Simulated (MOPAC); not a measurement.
**CH3AlCl2 (SMILES Cl[CH2][AlH][Cl]): levels of theory compared**

Wanted: a comparison of 4 runs (AM1, PM6, PM7) of CH3AlCl2. 

The calculation is run with MOPAC 23.2.5.

2 further runs of the same task are left out: 2 that didn't finish.

### Step 1. Starting point

The species is CH3AlCl2 (7 atoms), meant as a singlet with charge 0. As SMILES, `Cl[CH2][AlH][Cl]`. The shape comes from GFN2-xTB, which is rough for such elements, and wasn't checked as a minimum. This is one conformer, not always the lowest.

Bond lengths: Cl1–C2 1.848 Å, Cl1–Al3 2.260 Å, C2–Al3 2.010 Å, Al3–Cl4 2.023 Å, C2–H5 1.092 Å, C2–H6 1.091 Å, Al3–H7 1.524 Å. Some angles: Cl1–C2–Al3 71.6°, C2–Cl1–Al3 57.6°, Cl1–Al3–C2 50.9°, Cl1–Al3–Cl4 116.1°, C2–Al3–Cl4 123.8°, Cl1–C2–H5 105.4°, Cl1–C2–H6 105.3°, Al3–C2–H5 127.8°, Al3–C2–H6 123.5°, Cl1–Al3–H7 106.4°.

### Step 2. The energy at AM1 (COSMO dmf) (run 1)

Contents of calc.py:

```python
from ase.calculators.mopac import MOPAC
from ase import Atoms

atoms = Atoms(
    ['Cl', 'C', 'Al', 'Cl', 'H', 'H', 'H'],
    positions=[
        [-1.310070, 0.462520, 0.846730],
        [-0.021120, 0.957040, -0.381910],
        [0.349630, -0.929920, 0.203490],
        [-0.217620, -2.565280, -0.843680],
        [-0.573550, 1.287750, -1.263800],
        [0.470560, 1.828780, 0.051440],
        [1.302170, -1.040890, 1.387740],
    ],
)
mopac = MOPAC(label="job", method="AM1", task="1SCF GRADIENTS EPS=37.2 MULLIK AUX(PRECISION=6) THREADS=1", charge=0)
atoms.calc = mopac
energy = atoms.get_potential_energy()
print("E =", round(energy, 6), "eV")
print("forces (eV/A):")
for sym, f in zip(atoms.get_chemical_symbols(), atoms.get_forces()):
    print(f"{sym:2s} {f[0]:10.5f} {f[1]:10.5f} {f[2]:10.5f}")
print("dipole (e A):", atoms.get_dipole_moment().round(4))
```

On the command line:

```console
$ export ASE_MOPAC_COMMAND="mopac PREFIX.mop > /dev/null 2>&1"
$ python calc.py
```

What it wrote:

```text
E = -1.910654 eV
forces (eV/A):
Cl   -2.16661    1.37121    0.93895
C    -0.11861   -1.78337    0.70839
Al    2.14333   -0.20027   -0.79739
Cl    0.21723    0.89850    0.44397
H    -0.03135   -0.33960   -0.57768
H     0.64588    0.07867    0.25634
H    -0.68987   -0.02514   -0.97259
dipole (e A): [-0.071   0.5996  0.0356]
```

The calculator wrote job.mop:

```
AM1 1SCF GRADIENTS EPS=37.2 MULLIK AUX(PRECISION=6) THREADS=1 DISP RELSCF=0.0001 
Title: ASE calculation

 Cl -1.31007 1 0.46252 1 0.84673 1
 C  -0.02112 1 0.95704 1 -0.38191 1
 Al 0.34963 1 -0.92992 1 0.20349 1
 Cl -0.21762 1 -2.56528 1 -0.84368 1
 H  -0.57355 1 1.28775 1 -1.2638 1
 H  0.47056 1 1.82878 1 0.05144 1
 H  1.30217 1 -1.04089 1 1.38774 1
```

Run time: 0.14 s. Hardware: 1 thread of Arm Neoverse V2, shared host.

### Step 3. Energy and forces at PM6 (run 2)

Contents of calc.mop:

```
PM6 1SCF BONDS GRADIENTS DISP AUX(PRECISION=6) THREADS=1
CH3AlCl2, PM6

Cl    -1.310070 1     0.462520 1     0.846730 1
C     -0.021120 1     0.957040 1    -0.381910 1
Al     0.349630 1    -0.929920 1     0.203490 1
Cl    -0.217620 1    -2.565280 1    -0.843680 1
H     -0.573550 1     1.287750 1    -1.263800 1
H      0.470560 1     1.828780 1     0.051440 1
H      1.302170 1    -1.040890 1     1.387740 1
```

On the command line:

```console
$ mopac calc.mop
```

calc.out:

```text
MOPAC v23.2.5
PM6 CALCULATION RESULTS
[...]
           Empirical Formula: C H3 Cl2 Al  =     7 atoms
      MOLECULAR POINT GROUP   :   C1
[...]
     SCF FIELD WAS ACHIEVED
[...]
                              SUM =        -27.74601 KCAL/MOL = FINAL HEAT OF FORMATION
          TOTAL ENERGY            =       -724.17624 EV
          ELECTRONIC ENERGY       =      -1860.69159 EV
          CORE-CORE REPULSION     =       1136.51535 EV
          COSMO AREA              =        126.27 SQUARE ANGSTROMS
          COSMO VOLUME            =        117.24 CUBIC ANGSTROMS
          GRADIENT NORM           =         85.63072          =       32.36537 PER ATOM
          IONIZATION POTENTIAL    =         10.522511 EV
          HOMO LUMO ENERGIES (EV) =        -10.523  0.387
          NO. OF FILLED LEVELS    =         12
          MOLECULAR WEIGHT        =        112.9222         POINT GROUP:  C1
[...]
                             CARTESIAN COORDINATES
   1   Cl       -1.310070000     0.462520000     0.846730000
   2    C       -0.021120000     0.957040000    -0.381910000
   3   Al        0.349630000    -0.929920000     0.203490000
   4   Cl       -0.217620000    -2.565280000    -0.843680000
   5    H       -0.573550000     1.287750000    -1.263800000
   6    H        0.470560000     1.828780000     0.051440000
   7    H        1.302170000    -1.040890000     1.387740000
           Empirical Formula: C H3 Cl2 Al  =     7 atoms
      MOLECULAR POINT GROUP   :   C1
[...]
              NET ATOMIC CHARGES AND DIPOLE CONTRIBUTIONS
  ATOM NO.   TYPE          CHARGE      No. of ELECS.   s-Pop       p-Pop       d-Pop
    1         Cl          -0.066109        7.0661     1.98613     5.07086     0.00911
    2          C          -0.439344        4.4393     1.22062     3.21873
    3         Al           0.552530        2.4475     0.92481     1.47224     0.05042
    4         Cl          -0.295189        7.2952     1.98706     5.30430     0.00383
    5          H           0.158494        0.8415     0.84151
    6          H           0.156860        0.8431     0.84314
    7          H          -0.067244        1.0672     1.06724
 DIPOLE           X         Y         Z       TOTAL
 POINT-CHG.     1.194     1.697     0.902     2.263
 HYBRID        -1.057     0.539    -0.218     1.206
 SUM            0.137     2.236     0.684     2.343
[...]
 * JOB ENDED NORMALLY *
[...]
```

It took 0.04 s on 1 thread of Arm Neoverse V2, shared host.

Run 3 isn't shown in full; the table further down has it.

### Step 4. A single-point energy at PM7 (COSMO dmf) (run 4)

Contents of run.py:

```python
from ase.calculators.mopac import MOPAC
from ase import Atoms

atoms = Atoms(
    ['Cl', 'C', 'Al', 'Cl', 'H', 'H', 'H'],
    positions=[
        [-1.310070, 0.462520, 0.846730],
        [-0.021120, 0.957040, -0.381910],
        [0.349630, -0.929920, 0.203490],
        [-0.217620, -2.565280, -0.843680],
        [-0.573550, 1.287750, -1.263800],
        [0.470560, 1.828780, 0.051440],
        [1.302170, -1.040890, 1.387740],
    ],
)
mopac = MOPAC(label="job", method="PM7", task="1SCF GRADIENTS MULLIK EPS=37.2 AUX(PRECISION=9) THREADS=1")
atoms.calc = mopac
e = atoms.get_potential_energy()
print("energy / eV: %.6f" % e)
print("dipole (e A):", atoms.get_dipole_moment().round(4))
homo, lumo = mopac.get_homo_lumo_levels()
print(f"HOMO {homo:.3f} eV, LUMO {lumo:.3f} eV, gap {lumo - homo:.3f} eV")
```

On the command line:

```console
$ export ASE_MOPAC_COMMAND="mopac PREFIX.mop > /dev/null 2>&1"
$ python run.py
```

What it wrote:

```text
energy / eV: -1.934035
dipole (e A): [-0.3231  0.6219 -0.1641]
HOMO -11.377 eV, LUMO -0.339 eV, gap 11.038 eV
```

The calculator wrote job.mop:

```
PM7 1SCF GRADIENTS MULLIK EPS=37.2 AUX(PRECISION=9) THREADS=1 DISP RELSCF=0.0001 
Title: ASE calculation

 Cl -1.31007 1 0.46252 1 0.84673 1
 C  -0.02112 1 0.95704 1 -0.38191 1
 Al 0.34963 1 -0.92992 1 0.20349 1
 Cl -0.21762 1 -2.56528 1 -0.84368 1
 H  -0.57355 1 1.28775 1 -1.2638 1
 H  0.47056 1 1.82878 1 0.05144 1
 H  1.30217 1 -1.04089 1 1.38774 1
```

It took 0.16 s on 1 thread of Arm Neoverse V2, shared host.

### Step 5. Overview of the runs

```
run            level      task  dielectric constant       partner  heat of formation (kcal/mol)  dipole moment (D)  HOMO energy (eV)  LUMO energy (eV)  wall time
  1  AM1 (COSMO dmf)    energy                 37.2          base                        -44.06               2.90            -10.49             -0.63     0.14 s
  2              PM6  gradient                    –          base                        -27.75               2.34            -10.52              0.39     0.04 s
  3              PM7  gradient                    –          base                        -40.14               2.86            -11.53             -0.49     0.04 s
  4  PM7 (COSMO dmf)    energy                 37.2  other method                        -44.60               3.46            -11.38             -0.34     0.16 s
```

### Step 6. Results

```
                                        quantity           value
                             run 4: total energy    -28.06086 Eh
                            run 4: dipole moment          3.46 D
                              run 4: HOMO energy       -11.38 eV
                              run 4: LUMO energy        -0.34 eV
                            run 4: HOMO–LUMO gap        11.04 eV
                        run 4: dispersion energy    -1.45 kJ/mol
run 4: heat of formation at this unrelaxed shape  -44.6 kcal/mol
                 run 4: largest force on an atom      3.496 eV/Å
```

What this shows: The dipole moment (its size) runs from 2.34 D (PM6) to 3.46 D (PM7). The two ends differ in method and solvent. The HOMO–LUMO gap runs from 9.86 eV (AM1) to 11.05 eV (PM7). Force-field and semi-empirical energies have zeros of their own, so their totals don't compare. All runs together took 0.38 s, the longest 0.16 s.
